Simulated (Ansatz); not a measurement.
Crystal: Co4Ge.

```
Ge Co
1.0
     1.31250    0.75777    9.86265
    -1.31250    0.75777    9.86265
     0.00000   -1.51554    9.86265
Ge Co
1 4
Cartesian
  0.0000 0.0000 0.0000
  0.0000 0.0000 17.7184
  0.0000 0.0000 5.9271
  0.0000 0.0000 23.6609
  0.0000 0.0000 11.8695
```

The cell comes from a database or a generator and needn't be the stable form of this composition.

Program: Ansatz 0.2.0. Alike in all runs: task band structure; potentials or basis Ansatz PAW; spin collinear, ferromagnetic start; cell as given; k mesh 12 × 12 × 12; smearing fermi-dirac 0.05 eV.

Q: Order these runs on this cell by their pressure, lowest first.
A. level LDA; cutoff (eV) 420
B. level r2SCAN; cutoff (eV) 500
C. level BLYP; cutoff (eV) 420
D. level revPBE; cutoff (eV) 420
E. level PBEsol; cutoff (eV) 420

A: A (-15.1 GPa), E (-8.6 GPa), B (-1.5 GPa), D (3.5 GPa), C (9.0 GPa).

Caveats: the PAW data sets come from PBE, with cores solved anew for the run's functional, which leaves a small shift of forces and pressure; the magnetic or orbital state may not be the lowest (some runs).

Runs at the PBE level aren't shown here.
